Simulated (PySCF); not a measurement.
# Nd⁴⁸⁺, Pm⁴⁹⁺, Sm⁵⁰⁺: one-electron levels with spin-orbit coupling

Aim: the binding energies of one electron added to or removed from the closed shells of Nd⁴⁸⁺, Pm⁴⁹⁺, Sm⁵⁰⁺, from Koopmans' theorem up to EOM-CCSD.

Program: PySCF 2.14.0. Level of theory: two-component X2C-1e, generalised determinants. These are calculated values, not measurements, unless marked.

### Step 1. What is computed

| Item | Value |
| --- | --- |
| Elements | neodymium (Z = 60), promethium (Z = 61), samarium (Z = 62) |
| Basis | one for each species, given in its step |
| Hamiltonian | two-component X2C-1e, Gaussian nucleus, no Breit or QED terms; spin-orbit coupling, run by run: screened by Boettger's factors |
| Core shells frozen in the correlated runs | 1s2 (for Nd⁴⁸⁺) |
| State 1 | Nd⁴⁸⁺: [Ne] 3s2 |
| State 2 | Pm⁴⁹⁺: [Ne] 3s2 |
| State 3 | Sm⁵⁰⁺: [Ne] 3s2 |
| Methods | GHF, GMP2, GCCSD(T), EOM-IP-GCCSD, EOM-EA-GCCSD, GCCSD |

Outer shells as boxes (Hund's rule):

Nd48+ [Ne] 3s2
```
[Ne] core
3s [↑↓]
```

Pm49+ [Ne] 3s2
```
[Ne] core
3s [↑↓]
```

Sm50+ [Ne] 3s2
```
[Ne] core
3s [↑↓]
```

All steps ran in one process of a driver on top of PySCF, which takes the settings above as its task.

The integrals over 118 functions and the set-up took 1.1 s of CPU time.

### Step 2. Nd⁴⁸⁺

Basis: an even-tempered Gaussian basis (18 s from 4.2 bohr⁻², ratio 2.6; 14 p from 5.5 bohr⁻², ratio 2.6; 6 d from 5.6 bohr⁻², ratio 2.8; 4 f from 78 bohr⁻², ratio 2.8).

Level: GHF (screened spin-orbit).

Standard output:

```text
cycle= 1 E= -7301.7513812496  delta_E= -7.3e+03  |FDS-SDF|= 0.215
cycle= 2 E= -7301.7535257778  delta_E= -0.00214  |FDS-SDF|= 0.00555
cycle= 3 E= -7301.7535279351  delta_E= -2.16e-06  |FDS-SDF|= 3.71e-05
cycle= 4 E= -7301.7535279353  delta_E= -1.4e-10  |FDS-SDF|= 5.98e-07
```

It used 6 s of CPU time after the integrals (shared host).

Occupied spinors:

| spinor shell | electrons | mean energy (eV) | weight of the nominal j | rms radius (bohr) |
| --- | --- | --- | --- | --- |
| 1s1/2 | 2 | -47193.8 | 1.000 | 0.0269 |
| 2s1/2 | 2 | -10399.0 | 1.000 | 0.107 |
| 2p1/2 | 2 | -10034.3 | 1.000 | 0.0918 |
| 2p3/2 | 4 | -9492.8 | 1.000 | 0.0974 |
| 3s1/2 | 2 | -4200.0 | 1.000 | 0.255 |

M_J = 0, ⟨J²⟩ = 0.000, ⟨L²⟩ = 0.013, ⟨S²⟩ = 0.013.

Level: GMP2 (screened spin-orbit).

The driver printed no log here.

CPU time 4.2 s on a shared host, the integrals not counted.

With 10 electrons correlated and 54 very high virtual spinors dropped, the MP2 correlation energy is -0.48058 hartree. Largest pairs: 3s1/2-3s1/2 -0.1143, 2p1/2-2p3/2 -0.1009, 2p3/2-2p3/2 -0.0960, 2p3/2-3s1/2 -0.0425, 2p3/2-2s1/2 -0.0418.

Level: GCCSD(T) (screened spin-orbit).

Standard output:

```text
Init t2, MP2 energy = -0.424233546214521
CCSD nocc = 10, nmo = 66
Init t2, MP2 energy = -0.424233546214521
Init E_corr(GCCSD) = -0.424233546214521
cycle = 1  E_corr(GCCSD) = -0.44638582613974  dE = -0.0221522799  norm(t1,t2) = 0.0193063
cycle = 2  E_corr(GCCSD) = -0.452433472910482  dE = -0.00604764677  norm(t1,t2) = 0.00700071
cycle = 3  E_corr(GCCSD) = -0.455716771816027  dE = -0.00328329891  norm(t1,t2) = 0.00275149
cycle = 4  E_corr(GCCSD) = -0.455662827083579  dE = 5.39447324e-05  norm(t1,t2) = 0.000138245
cycle = 5  E_corr(GCCSD) = -0.455663401179094  dE = -5.74095515e-07  norm(t1,t2) = 5.14615e-06
cycle = 6  E_corr(GCCSD) = -0.455663187598395  dE = 2.13580699e-07  norm(t1,t2) = 1.42395e-07
cycle = 7  E_corr(GCCSD) = -0.455663198497381  dE = -1.08989857e-08  norm(t1,t2) = 1.5874e-08
cycle = 8  E_corr(GCCSD) = -0.455663208995437  dE = -1.04980563e-08  norm(t1,t2) = 7.71528e-09
cycle = 9  E_corr(GCCSD) = -0.455663208645276  dE = 3.50160789e-10  norm(t1,t2) = 2.30225e-09
GCCSD converged
E(GCCSD) = -7302.209191143926  E_corr = -0.4556632086452763
```

CPU time 64 s on a shared host, the integrals not counted.

In 56 natural virtual spinors the CCSD correlation is -0.45566 hartree, triples -0.00074; MP2 gives -0.42423 in this space and -0.48058 in the full one, and the difference is added. T1 = 0.000.

Level: EOM-IP-GCCSD (screened spin-orbit).

The driver printed no log here.

It used 2.4 s of CPU time after the integrals (shared host).

One electron is removed; binding energies in eV, the cut virtual space restored at second order:

| level | Koopmans | second order | EOM-CCSD | weight of the one-particle guess |
| --- | --- | --- | --- | --- |
| 3s1/2 | 4200.0 | 4203.6 | 4204.5 | 1.00 |

The second-order patch within the EOM-CCSD column is 3s1/2 +0.198 eV.

Tabulated ionisation energy for comparison: 4198 ± 4 eV (theoretical estimate listed by NIST; NIST Atomic Spectra Database, ionization energies).

Level: EOM-EA-GCCSD (screened spin-orbit).

No log was kept for this step.

It used 15 s of CPU time after the integrals (shared host).

One electron is added; binding energies in eV, the cut virtual space restored at second order:

| level | Koopmans | second order | EOM-CCSD | weight of the one-particle guess |
| --- | --- | --- | --- | --- |
| 3p1/2 | 3998.7 | 4000.6 | 4000.1 | 1.00 |
| 3p3/2 | 3860.4 | 3862.9 | 3863.0 | 0.99 |
| 3d3/2 | 3688.4 | 3702.0 | 3683.1 | 0.82 |
| 3d5/2 | 3658.0 | 3398.3 | 3661.3 | 0.76 |
| 4s1/2 | 2194.7 | 2197.0 | 2197.2 | 0.99 |

Where the weight is under 0.9 and second order departs from EOM-CCSD, the level mixes with more complex states.

The highest levels are limited by the diffuse functions of the basis.

Left out (unbound, of low weight, or above the lowest shell of their l): 4p1/2, 4p3/2.

The second-order patch within the EOM-CCSD column is 3p1/2 +0.378, 3p3/2 +0.347, 3d3/2 +0.707, 3d5/2 +0.680, 4s1/2 +0.373 eV.

Tabulated ionisation energy for comparison: 3997 ± 4 eV (theoretical estimate listed by NIST; NIST Atomic Spectra Database, ionization energies).

### Step 3. Pm⁴⁹⁺

Basis: an uncontracted even-tempered set (18 s from 4.4 bohr⁻², ratio 2.6; 14 p from 5.7 bohr⁻², ratio 2.6; 6 d from 5.8 bohr⁻², ratio 2.8; 4 f from 81 bohr⁻², ratio 2.8).

Level: GHF (screened spin-orbit).

Standard output:

```text
cycle= 1 E= -7569.9570347619  delta_E= -7.57e+03  |FDS-SDF|= 0.227
cycle= 2 E= -7569.9593502368  delta_E= -0.00232  |FDS-SDF|= 0.00579
cycle= 3 E= -7569.9593524877  delta_E= -2.25e-06  |FDS-SDF|= 3.8e-05
cycle= 4 E= -7569.9593524878  delta_E= -1.42e-10  |FDS-SDF|= 6.3e-07
```

It used 6 s of CPU time after the integrals (shared host).

Occupied spinors:

| spinor shell | electrons | mean energy (eV) | weight of the nominal j | rms radius (bohr) |
| --- | --- | --- | --- | --- |
| 1s1/2 | 2 | -48938.4 | 1.000 | 0.0264 |
| 2s1/2 | 2 | -10816.0 | 1.000 | 0.105 |
| 2p1/2 | 2 | -10442.8 | 1.000 | 0.0899 |
| 2p3/2 | 4 | -9859.8 | 1.000 | 0.0956 |
| 3s1/2 | 2 | -4372.9 | 1.000 | 0.250 |

M_J = 0, ⟨J²⟩ = 0.000, ⟨L²⟩ = 0.014, ⟨S²⟩ = 0.014.

Level: GMP2 (screened spin-orbit).

No log was kept for this step.

It used 4.4 s of CPU time after the integrals (shared host).

With 10 electrons correlated and 54 very high virtual spinors dropped, the MP2 correlation energy is -0.48219 hartree. Largest pairs: 3s1/2-3s1/2 -0.1148, 2p1/2-2p3/2 -0.1012, 2p3/2-2p3/2 -0.0961, 2p3/2-3s1/2 -0.0428, 2p3/2-2s1/2 -0.0419.

Level: GCCSD(T) (screened spin-orbit).

Standard output:

```text
Init t2, MP2 energy = -0.425640733838162
CCSD nocc = 10, nmo = 66
Init t2, MP2 energy = -0.425640733838162
Init E_corr(GCCSD) = -0.425640733838162
cycle = 1  E_corr(GCCSD) = -0.447790123392017  dE = -0.0221493896  norm(t1,t2) = 0.0191684
cycle = 2  E_corr(GCCSD) = -0.453867089609494  dE = -0.00607696622  norm(t1,t2) = 0.00698949
cycle = 3  E_corr(GCCSD) = -0.457195527773675  dE = -0.00332843816  norm(t1,t2) = 0.00275209
cycle = 4  E_corr(GCCSD) = -0.45714243534685  dE = 5.30924268e-05  norm(t1,t2) = 0.000128263
cycle = 5  E_corr(GCCSD) = -0.457143007612683  dE = -5.72265833e-07  norm(t1,t2) = 4.61408e-06
cycle = 6  E_corr(GCCSD) = -0.457142805008111  dE = 2.02604571e-07  norm(t1,t2) = 1.33553e-07
cycle = 7  E_corr(GCCSD) = -0.457142814923543  dE = -9.91543159e-09  norm(t1,t2) = 1.49023e-08
GCCSD converged
E(GCCSD) = -7570.416495302733  E_corr = -0.4571428149235427
```

CPU time 58 s on a shared host, the integrals not counted.

In 56 natural virtual spinors the CCSD correlation is -0.45714 hartree, triples -0.00073; MP2 gives -0.42564 in this space and -0.48219 in the full one, and the difference is added. T1 = 0.000.

Level: EOM-IP-GCCSD (screened spin-orbit).

The driver printed no log here.

It used 2.5 s of CPU time after the integrals (shared host).

One electron is removed; binding energies in eV, the cut virtual space restored at second order:

| level | Koopmans | second order | EOM-CCSD | weight of the one-particle guess |
| --- | --- | --- | --- | --- |
| 3s1/2 | 4372.9 | 4376.6 | 4377.4 | 1.00 |

The second-order patch within the EOM-CCSD column is 3s1/2 +0.199 eV.

Tabulated ionisation energy for comparison: 4371 ± 4 eV (theoretical estimate listed by NIST; NIST Atomic Spectra Database, ionization energies).

Level: EOM-EA-GCCSD (screened spin-orbit).

The driver printed no log here.

CPU time 15 s on a shared host, the integrals not counted.

One electron is added; binding energies in eV, the cut virtual space restored at second order:

| level | Koopmans | second order | EOM-CCSD | weight of the one-particle guess |
| --- | --- | --- | --- | --- |
| 3p1/2 | 4167.1 | 4168.9 | 4168.4 | 1.00 |
| 3p3/2 | 4017.7 | 4020.3 | 4020.3 | 0.99 |
| 3d3/2 | 3842.1 | 3855.7 | 3836.6 | 0.82 |
| 3d5/2 | 3809.2 | 3698.7 | 3812.0 | 0.80 |
| 4s1/2 | 2286.7 | 2289.0 | 2289.2 | 0.99 |

Where the weight is under 0.9 and second order departs from EOM-CCSD, the level mixes with more complex states.

The highest levels are limited by the diffuse functions of the basis.

Left out (unbound, of low weight, or above the lowest shell of their l): 4p1/2, 4p3/2.

The second-order patch within the EOM-CCSD column is 3p1/2 +0.380, 3p3/2 +0.348, 3d3/2 +0.710, 3d5/2 +0.681, 4s1/2 +0.373 eV.

Tabulated ionisation energy for comparison: 4166 ± 4 eV (theoretical estimate listed by NIST; NIST Atomic Spectra Database, ionization energies).

### Step 4. Sm⁵⁰⁺: the ladder of methods

Basis: an uncontracted even-tempered set (18 s from 4.6 bohr⁻², ratio 2.6; 14 p from 5.9 bohr⁻², ratio 2.6; 6 d from 6.1 bohr⁻², ratio 2.8; 4 f from 84 bohr⁻², ratio 2.8).

Level: GHF (screened spin-orbit).

Standard output:

```text
cycle= 1 E= -7843.7205843887  delta_E= -7.84e+03  |FDS-SDF|= 0.24
cycle= 2 E= -7843.7230821733  delta_E= -0.0025  |FDS-SDF|= 0.00603
cycle= 3 E= -7843.7230845213  delta_E= -2.35e-06  |FDS-SDF|= 3.89e-05
cycle= 4 E= -7843.7230845214  delta_E= -1.35e-10  |FDS-SDF|= 6.63e-07
```

It used 6 s of CPU time after the integrals (shared host).

Occupied spinors:

| spinor shell | electrons | mean energy (eV) | weight of the nominal j | rms radius (bohr) |
| --- | --- | --- | --- | --- |
| 1s1/2 | 2 | -50719.9 | 1.000 | 0.0259 |
| 2s1/2 | 2 | -11242.8 | 1.000 | 0.103 |
| 2p1/2 | 2 | -10860.9 | 1.000 | 0.0881 |
| 2p3/2 | 4 | -10233.8 | 1.000 | 0.0939 |
| 3s1/2 | 2 | -4549.9 | 1.000 | 0.245 |

M_J = 0, ⟨J²⟩ = 0.000, ⟨L²⟩ = 0.015, ⟨S²⟩ = 0.015.

Level: GMP2 (screened spin-orbit).

The driver printed no log here.

CPU time 4 s on a shared host, the integrals not counted.

With 10 electrons correlated and 54 very high virtual spinors dropped, the MP2 correlation energy is -0.48381 hartree. Largest pairs: 3s1/2-3s1/2 -0.1152, 2p1/2-2p3/2 -0.1014, 2p3/2-2p3/2 -0.0963, 2p3/2-3s1/2 -0.0431, 2p3/2-2s1/2 -0.0420.

Level: GCCSD (screened spin-orbit).

Standard output:

```text
Init t2, MP2 energy = -0.427025133482002
CCSD nocc = 10, nmo = 66
Init t2, MP2 energy = -0.427025133482002
Init E_corr(GCCSD) = -0.427025133482002
cycle = 1  E_corr(GCCSD) = -0.4491736853459  dE = -0.0221485519  norm(t1,t2) = 0.019041
cycle = 2  E_corr(GCCSD) = -0.455283541889881  dE = -0.00610985654  norm(t1,t2) = 0.00697972
cycle = 3  E_corr(GCCSD) = -0.458658912769004  dE = -0.00337537088  norm(t1,t2) = 0.00275224
cycle = 4  E_corr(GCCSD) = -0.458606953698013  dE = 5.1959071e-05  norm(t1,t2) = 0.000118626
cycle = 5  E_corr(GCCSD) = -0.458607524241874  dE = -5.70543862e-07  norm(t1,t2) = 4.12831e-06
cycle = 6  E_corr(GCCSD) = -0.458607332056388  dE = 1.92185486e-07  norm(t1,t2) = 1.25199e-07
cycle = 7  E_corr(GCCSD) = -0.458607342272202  dE = -1.0215814e-08  norm(t1,t2) = 1.39417e-08
cycle = 8  E_corr(GCCSD) = -0.458607351328868  dE = -9.05666658e-09  norm(t1,t2) = 6.50656e-09
GCCSD converged
E(GCCSD) = -7844.181691872753  E_corr = -0.4586073513288682
```

It used 37 s of CPU time after the integrals (shared host).

In 56 natural virtual spinors the CCSD correlation is -0.45861 hartree; MP2 gives -0.42703 in this space and -0.48381 in the full one, and the difference is added. T1 = 0.000.

Level: EOM-IP-GCCSD (screened spin-orbit).

No log was kept for this step.

It used 2.4 s of CPU time after the integrals (shared host).

One electron is removed; binding energies in eV, the cut virtual space restored at second order:

| level | Koopmans | second order | EOM-CCSD | weight of the one-particle guess |
| --- | --- | --- | --- | --- |
| 3s1/2 | 4549.9 | 4553.5 | 4554.4 | 1.00 |

The second-order patch within the EOM-CCSD column is 3s1/2 +0.200 eV.

Tabulated ionisation energy for comparison: 4548 ± 4 eV (theoretical estimate listed by NIST; NIST Atomic Spectra Database, ionization energies).

Level: EOM-EA-GCCSD (screened spin-orbit).

The driver printed no log here.

It used 14 s of CPU time after the integrals (shared host).

One electron is added; binding energies in eV, the cut virtual space restored at second order:

| level | Koopmans | second order | EOM-CCSD | weight of the one-particle guess |
| --- | --- | --- | --- | --- |
| 3p1/2 | 4339.3 | 4341.2 | 4340.7 | 1.00 |
| 3p3/2 | 4178.3 | 4180.8 | 4180.9 | 0.99 |
| 3d3/2 | 3999.0 | 4012.7 | 3993.2 | 0.82 |
| 3d5/2 | 3963.4 | 3894.7 | 3965.8 | 0.89 |
| 4s1/2 | 2380.8 | 2383.2 | 2383.3 | 0.99 |

Where the weight is under 0.9 and second order departs from EOM-CCSD, the level mixes with more complex states.

The highest levels are limited by the diffuse functions of the basis.

Left out (unbound, of low weight, or above the lowest shell of their l): 4p1/2, 4p3/2.

The second-order patch within the EOM-CCSD column is 3p1/2 +0.382, 3p3/2 +0.349, 3d3/2 +0.713, 3d5/2 +0.683, 4s1/2 +0.373 eV.

Tabulated ionisation energy for comparison: 4337 ± 4 eV (theoretical estimate listed by NIST; NIST Atomic Spectra Database, ionization energies).

### Step 5. Summary of results

```
                          quantity                                                                      value
EOM-IP-GCCSD on Nd⁴⁸⁺, level 3s1/2  Koopmans 4200.0, EOM-CCSD 4204.5 eV; tabulated ionisation energy 4198 ± 4
EOM-EA-GCCSD on Nd⁴⁸⁺, level 3p1/2  Koopmans 3998.7, EOM-CCSD 4000.1 eV; tabulated ionisation energy 3997 ± 4
EOM-IP-GCCSD on Pm⁴⁹⁺, level 3s1/2  Koopmans 4372.9, EOM-CCSD 4377.4 eV; tabulated ionisation energy 4371 ± 4
EOM-EA-GCCSD on Pm⁴⁹⁺, level 3p1/2  Koopmans 4167.1, EOM-CCSD 4168.4 eV; tabulated ionisation energy 4166 ± 4
EOM-IP-GCCSD on Sm⁵⁰⁺, level 3s1/2  Koopmans 4549.9, EOM-CCSD 4554.4 eV; tabulated ionisation energy 4548 ± 4
```

For 3s1/2 on Nd⁴⁸⁺ the EOM-CCSD value differs from the tabulated one (theoretical) by +6.46 eV; Breit, QED and two-electron picture-change terms are left out and outweigh correlation here. For 3p1/2 on Nd⁴⁸⁺ the EOM-CCSD value differs from the tabulated one (theoretical) by +3.08 eV, within its uncertainty. All values hold for this basis alone; no basis-set limit was taken.
